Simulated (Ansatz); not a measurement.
# C2H9FN2Si: the cost of one run

Program: Ansatz 0.2.0. Level of theory: RHF/STO-3G. These are calculated values, not measurements.

## Step 1: Starting point

Bond lengths: C1–N2 1.509 Å, N2–C3 1.495 Å, C3–Si4 1.879 Å, Si4–N5 1.753 Å, Si4–F6 1.551 Å, C1–H7 1.067 Å, C1–H8 1.047 Å, C1–H9 1.156 Å, N2–H10 1.012 Å, C3–H11 1.101 Å, C3–H12 1.040 Å, Si4–H13 1.525 Å, N5–H14 1.030 Å, N5–H15 1.020 Å. Angles (14 of 24 angles, heavy atoms first): C1–N2–C3 113.8°, N2–C3–Si4 114.2°, C3–Si4–N5 107.6°, C3–Si4–F6 113.1°, N5–Si4–F6 104.6°, C1–N2–H10 105.1°, C3–N2–H10 109.4°, N2–C1–H7 112.3°, N2–C1–H8 109.8°, N2–C1–H9 108.2°, N2–C3–H11 108.5°, N2–C3–H12 107.8°, Si4–C3–H11 108.4°, Si4–C3–H12 110.2°.

As a file:

```xyz
15

C     1.1844   -1.1591    1.0943
N    -0.0882   -1.2729    0.2914
C    -0.0504   -0.5324   -1.0068
Si   -0.3767    1.3113   -0.8513
N    -1.7730    1.5166    0.1878
F     0.7652    2.0737   -0.1291
H     2.0421   -1.4655    0.5383
H     1.0882   -1.6943    1.9892
H     1.3001   -0.0597    1.4318
H    -0.1984   -2.2627    0.1106
H     0.9440   -0.6717   -1.4591
H    -0.7482   -0.9689   -1.6419
H    -0.7919    1.9735   -2.1613
H    -1.7189    0.7913    0.9166
H    -1.6002    2.3699    0.7190
```

## Step 2: End point A

input.yaml

```yaml
crystal:
  periodic: [false, false, false]
  atoms:
    - { symbol: C, position_ang: [1.1844, -1.1591, 1.0943] }
    - { symbol: "N", position_ang: [-0.0882, -1.2729, 0.2914] }
    - { symbol: C, position_ang: [-0.0504, -0.5324, -1.0068] }
    - { symbol: Si, position_ang: [-0.3767, 1.3113, -0.8513] }
    - { symbol: "N", position_ang: [-1.773, 1.5166, 0.1878] }
    - { symbol: F, position_ang: [0.7652, 2.0737, -0.1291] }
    - { symbol: H, position_ang: [2.0421, -1.4655, 0.5383] }
    - { symbol: H, position_ang: [1.0882, -1.6943, 1.9892] }
    - { symbol: H, position_ang: [1.3001, -0.0597, 1.4318] }
    - { symbol: H, position_ang: [-0.1984, -2.2627, 0.1106] }
    - { symbol: H, position_ang: [0.944, -0.6717, -1.4591] }
    - { symbol: H, position_ang: [-0.7482, -0.9689, -1.6419] }
    - { symbol: H, position_ang: [-0.7919, 1.9735, -2.1613] }
    - { symbol: H, position_ang: [-1.7189, 0.7913, 0.9166] }
    - { symbol: H, position_ang: [-1.6002, 2.3699, 0.719] }
basis:
  gaussian: { orbitals: STO-3G }
hamiltonian:
  xc: hf
relax:
  f_tol: 0.02
  max_steps: 50
```

On the command line:

```bash
> ansatz run input.yaml --threads 1 --pin off --max-ram 2048MiB --backend cpu --events-out ev --progress --plain --runs-dir out
```

**Question.** How long does this run take on 1 thread of Arm Neoverse V2, shared host, and how much memory does it need?

About 22 s, with a peak of 0.13 GiB.
